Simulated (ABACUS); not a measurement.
CsLiCr2Te2S3:

```
Cs Li Cr Te S
1.0
     3.60358    0.00000    0.00000
    -1.80179    3.12079    0.00000
     0.00000    0.00000   19.06651
Cs Li Cr Te S
1 1 2 2 3
Direct
  0.00000 0.00000 0.37399
  0.66667 0.33333 0.01607
  0.00000 0.00000 0.86637
  0.33333 0.66667 0.16833
  0.33333 0.66667 0.53891
  0.66667 0.33333 0.77276
  0.00000 0.00000 0.10030
  0.33333 0.66667 0.92920
  0.66667 0.33333 0.23408
```

The cell was built by a generator and needn't be a form met in nature.

Base run:

* Program: ABACUS 3.10.1
* Functional: LDA-PW92
* Potentials or basis: PseudoDojo NC SR 0.4.1 LDA standard
* Cutoff: 1293 eV
* Density cutoff: 5170 eV
* Basis: plane waves
* k mesh: 6 × 6 × 1
* Occupations: fermi-dirac, width 0.05 eV
* Spin: collinear spin, ferromagnetic start
* Starting moments: [0.0, 0.0, 3.0, 3.0, 0.0, 0.0, 0.0, 0.0, 0.0] μB

Its results: band gap on the k mesh none (metal or under the smearing width); pressure -4.7 GPa; net moment 5.62 μB per cell; largest force 0.583 eV/Å.

Problem. The run is repeated on the same cell with these changes: functional from LDA-PW92 to PBE; potentials or basis from PseudoDojo NC SR 0.4.1 LDA standard to SPMS ONCV 1.0 PBE. What comes out?

Solution. Band gap on the k mesh none (metal or under the smearing width); pressure 0.3 GPa; net moment 5.73 μB per cell; largest force 0.069 eV/Å.

Caveats: only a ferromagnetic start was run, and an antiferromagnetic order may lie lower in energy.
